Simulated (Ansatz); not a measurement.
## CHBr, SMILES [CH]Br: vertical and adiabatic energies of changing the electron count, step by step

Program: Ansatz 0.2.0 through its Python package.

The cells in order, each with its output:

In [1]:
```python
import itertools
import warnings

import ansatz
from ase.data import atomic_numbers, covalent_radii
import numpy as np
```

In [2]:
```python
GEOMETRY = '''
C    -0.37710    0.50110    0.00000
Br    1.44820   -0.13660    0.00000
H    -1.07110   -0.36440    0.00000
'''

warnings.simplefilter('ignore', ansatz.DeckWarning)

system = ansatz.Crystal.molecule()
for line in GEOMETRY.strip().splitlines():
    symbol, *xyz = line.split()
    system = system.atom(symbol, [float(v) for v in xyz])
```

In [3]:
```python
job = (
    system.calculation()
    .basis(gaussian='def2-SVP')
    .functional('r2SCAN')
    .spin('collinear', total=2)
    .accuracy('medium')
)
symbols = [site.symbol for site in system.cartesian_sites]
start = np.array([site.position_ang for site in system.cartesian_sites], dtype=float)
rep = job.relax(force_tolerance=0.01).run(threads=1).report
end = np.array(rep['positions_ang'])

minimum = ansatz.Crystal.molecule()
for symbol, place in zip(symbols, end):
    minimum = minimum.atom(symbol, place.tolist())
ion = minimum.calculation()
ion = ion.basis(gaussian='def2-SVP').functional('r2SCAN')
ion = ion.accuracy('medium')
ion = ion.charge(1).spin('collinear', total=1)
vertical = ion.run(threads=1).report
settled = ion.relax(force_tolerance=0.01, max_steps=80).run(threads=1).report
print(f'vertical ionisation energy   {vertical["free_energy_ev"] - rep["free_energy_ev"]:.3f} eV')
print(f'adiabatic, no zero point     {settled["free_energy_ev"] - rep["free_energy_ev"]:.3f} eV')
print(f'relaxation energy of the ion {vertical["free_energy_ev"] - settled["free_energy_ev"]:.3f} eV')
ionised = np.array(settled['positions_ang'])
# pairs closer than 1.2 times the sum of covalent radii, before or after
radius = [covalent_radii[atomic_numbers[s]] for s in symbols]
span = lambda where, i, j: np.linalg.norm(where[i] - where[j])
bonded = [(i, j) for i, j in itertools.combinations(range(len(symbols)), 2) if min(span(end, i, j), span(ionised, i, j)) < 1.2 * (radius[i] + radius[j])]
print('pair        before    after (A)')
for i, j in bonded:
    print(f'{symbols[i]}{i}-{symbols[j]}{j}'.ljust(10), f'{span(end, i, j):8.4f} {span(ionised, i, j):8.4f}')
for first, second in list(itertools.combinations(bonded, 2)):
    shared = set(first) & set(second)
    if shared and symbols[(j := shared.pop())] != 'H':
        i, k = sorted((set(first) | set(second)) - {j})
        u, v = ionised[i] - ionised[j], ionised[k] - ionised[j]
        angle = np.degrees(np.arccos(np.clip(u @ v / np.linalg.norm(u) / np.linalg.norm(v), -1, 1)))
        print(f'final angle {symbols[i]}{i}-{symbols[j]}{j}-{symbols[k]}{k}: {angle:.2f} deg')
```
```text
vertical ionisation energy   9.224 eV
adiabatic, no zero point     9.030 eV
relaxation energy of the ion 0.194 eV
pair        before    after (A)
C0-Br1       1.8157   1.7051
C0-H2        1.0954   1.1081
final angle Br1-C0-H2: 132.91 deg
```

Caveats:
- The settings weren't tested for convergence.
- The energies are electronic: no zero-point or thermal terms, and the basis set is short of its limit. The product may relax into another structure. Each relaxation finds its nearest minimum, which needn't be the lowest.
- The run takes the species as open-shell (spin multiplicity 3), which needn't be its ground state.
- Only the spin states typed were run; another state of an ion can lie lower, by up to an eV or two.
- Wall time of the script: 33 s on 1 thread of Intel(R) Xeon(R) CPU @ 2.60GHz (Ice Lake), with other jobs on the host, peak memory 0.22 GiB.
